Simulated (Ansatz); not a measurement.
# C, space group R-3m: a band structure

Program: the Python package of Ansatz (0.2.0).

Script `c.py`:
```python
"""Band structure of C."""

import sys

import ansatz as az
import matplotlib.pyplot as plt
import numpy as np

system = (
    az.Lattice.of([1.26105, 0.728068, 10.296433], [-1.26105, 0.728068, 10.296433], [0.0, -1.456135, 10.296433])
    .atom("C", [0.025, 0.025, 0.025])
    .atom("C", [0.975, 0.975, 0.975])
    .atom("C", [0.1083, 0.1083, 0.1083])
    .atom("C", [0.8917, 0.8917, 0.8917])
    .atom("C", [0.1583, 0.1583, 0.1583])
    .atom("C", [0.8417, 0.8417, 0.8417])
    .atom("C", [0.375, 0.375, 0.375])
    .atom("C", [0.625, 0.625, 0.625])
    .atom("C", [0.425, 0.425, 0.425])
    .atom("C", [0.575, 0.575, 0.575])
)

# vertices of the path, as fractions of the reciprocal vectors
path = [
    ("H_0", (0.5, -0.17, 0.17)),
    ("L", (0.5, 0.0, 0.0)),
    ("G", (0.0, 0.0, 0.0)),
    ("S_0", (0.335, -0.335, 0.0)),
]
setup = (
    system.calculation()
    .functional("pbesol")
    .kpoints(6, shift=0.5)
    .scf(self_checks="high")
    .occupations("gaussian", width=0.05)
    .pseudopotentials("paw")
    .accuracy("low")
    .mixing("msr1", beta=0.2)
    .band_structure([point for _, point in path], intervals=6)
    .scf(extra_bands=8)
)
try:
    outcome = setup.run(threads=1)
except az.NonConvergedError as error:
    sys.exit(f"no convergence: {error}")
except az.RefusalError as error:
    sys.exit(f"input refused: {error}")
report = outcome.report

print("%-22s %14.5f eV" % ("F = E - TS", report["free_energy_ev"]))
print("%-22s %14.5f eV" % ("E", report["internal_energy_ev"]))
print("%-22s %14.5f eV" % ("Harris-Foulkes", report["harris_foulkes_ev"]))
print("%-22s %14.5f eV" % ("Fermi level", report["fermi_energy_ev"]))

terms = report["components"]
print({name: round(terms[name], 3) for name in ("e_kinetic", "e_hartree", "e_xc", "e_local", "e_nonlocal", "e_ewald", "e_paw") if name in terms})

bands = outcome.band_structure()
fermi = bands.fermi_energy_ev
print(f"zero of the bands: {fermi:.3f} eV, the Fermi level found on the SCF mesh")
reciprocal = 2 * np.pi * np.linalg.inv(outcome.lattice.cell_ang).T
steps = np.linalg.norm(np.diff(bands.kpoints_frac @ reciprocal, axis=0), axis=1)
distance = np.concatenate([[0], np.cumsum(steps)])
fig, ax = plt.subplots(figsize=(5, 4))
for channel, colour in zip(bands.channels, ("C0", "C3")):
    ax.plot(distance, channel.eigenvalues_ev - fermi, colour, lw=1)
ax.set_xticks(distance[::6], [label for label, _ in path])
ax.set(ylim=(-4, 4), ylabel="E - E_F (eV)", xlim=(0, distance[-1]))
ax.grid(axis="x")
fig.savefig("bands.png", dpi=100)
first = bands.channels[0].eigenvalues_ev - fermi
near = np.argsort(np.abs(first.mean(axis=0)))[:4]
for band in sorted(near):
    print(f"band {band + 1}: {first[:, band].min():.3f} to {first[:, band].max():.3f} eV")
```

Output of `python c.py`:
```text
DeckWarning: basis.ecutwfc = 420 eV, auto-derived from the records' recommended cutoffs: set by C (normal level)
F = E - TS                -2466.55937 eV
E                         -2466.55937 eV
Harris-Foulkes            -2466.55937 eV
Fermi level                  15.55865 eV
{'e_kinetic': 919.711, 'e_hartree': 132.499, 'e_xc': -483.651, 'e_local': -610.212, 'e_nonlocal': 266.92, 'e_ewald': -1738.761, 'e_paw': -953.277}
zero of the bands: 15.559 eV, the Fermi level found on the SCF mesh
band 20: -6.594 to -2.157 eV
band 21: 2.269 to 3.820 eV
band 22: 2.456 to 4.643 eV
band 23: 3.474 to 5.201 eV
```
(Warnings from the package without file and line.)

Notes:
- These settings explore the input space; cutoff and mesh may be short of convergence.
- The energy terms are those on the plane-wave grid, with the one-centre PAW part apart; the terms shown are only some of the summands, so they needn't add up to F.
- The computed bands are complete only to about 5.1 eV above the Fermi level.
- The k-point mesh is coarse, and energy and stress weren't tested for convergence.
- An absolute Fermi energy rests on an arbitrary zero of the periodic potential and has no direct meaning.
- An opening on this mesh may only mean that it misses a point where bands touch.
- Gaps and levels are Kohn-Sham values on a finite set of k-points.
- Processor time in the engine: 2.9 s on 1 thread of Intel(R) Xeon(R) Processor @ 2.30GHz, with other jobs on the host, peak memory 0.52 GiB.
